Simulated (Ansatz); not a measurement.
I need a calculation of the elastic constants of Ta, space group Fm-3m. Use the Ansatz DFT code, driven from Python. Settings: r2SCAN, PAW, cutoff 463 eV, 18×18×18 k-points, Fermi-Dirac smearing of 0.3 eV, D4 dispersion.

```
CELL_PARAMETERS angstrom
0.00000 2.11000 2.11000
2.11000 0.00000 2.11000
2.11000 2.11000 0.00000
ATOMIC_POSITIONS crystal
Ta 0.00000 0.00000 0.00000
```

The script, `elastic.py`:
```python
'''Stiffness tensor and moduli of Ta.'''

import warnings

import ansatz as az
import numpy as np

warnings.simplefilter('ignore', az.DeckWarning)

ta = (
    az.Lattice.fcc(4.22)
    .space_group(225)
    .atom('Ta', (0.0, 0.0, 0.0))
    .primitive()
)

setup = (
    ta.calculation()
    .scf(max_iterations=60)
    .functional('r2scan', dispersion='d4')
    .occupations('fermi_dirac', width=0.3)
    .mixing('msr1', ndim=4, beta=0.6)
    .basis(34 * az.Ry, density_ratio=6)
    .kpoints(18, 18, 18)
)
res = setup.elastic('relaxed_ion', amplitude=0.01).run()
elastic = res.elastic

print(np.array2string(np.round(elastic.c_gpa, 1) + 0.0, suppress_small=True))
print('Voigt stress of the unstrained cell (GPa, tension positive):', np.round(elastic.sigma0_gpa, 3) + 0.0)
print('smallest eigenvalue of C:', round(elastic.stability.min_eigenvalue_gpa, 1), 'GPa; tensor positive definite:', elastic.stability.min_eigenvalue_gpa > 0)
# averaged moduli need a positive definite tensor
if elastic.stability.min_eigenvalue_gpa > 0:
    m = elastic.moduli
    anisotropy = 5 * m.g_voigt_gpa / m.g_reuss_gpa + m.k_voigt_gpa / m.k_reuss_gpa - 6
    print(f'Voigt K {m.k_voigt_gpa:.1f} G {m.g_voigt_gpa:.1f}; Reuss K {m.k_reuss_gpa:.1f} G {m.g_reuss_gpa:.1f}; universal anisotropy index {anisotropy:.3f}')
```

```console
$ python elastic.py
[[ 91.8 241.5 241.5   0.    0.    0. ]
 [241.5  91.8 241.5   0.    0.    0. ]
 [241.5 241.5  91.8   0.    0.    0. ]
 [  0.    0.    0.   37.9   0.    0. ]
 [  0.    0.    0.    0.   37.9   0. ]
 [  0.    0.    0.    0.    0.   37.9]]
Voigt stress of the unstrained cell (GPa, tension positive): [1.411 1.411 1.411 0.    0.    0.   ]
smallest eigenvalue of C: -149.6 GPa; tensor positive definite: False
```

Reading the output:
- The settings weren't tested for convergence.
- The cutoff lies under the one recommended for these potentials.
- The cell isn't relaxed first, so the values belong to this volume.
- Under the recommended cutoff a pressure can be off by several GPa, even in sign.
- Dispersion corrections can be off by several per cent in the lattices of metals, and by several GPa in the pressure at a fixed cell.
- Spin-orbit coupling, which matters for elements this heavy, is left out.
- This isn't the structure that Ta takes at ambient conditions.
- Shear constants of a metal converge slowly with the k-point mesh and can be wrong in sign on a coarse one; the constants belong to the cell that was strained.
- The script silences the warnings on its input, which a real study should read.
- Finished in 4.2 min on 1 thread of Arm Neoverse N1 (shared host), peak memory 0.66 GiB.

(A comment or docstring line of the script was reworded after the run, the code is as it ran.)
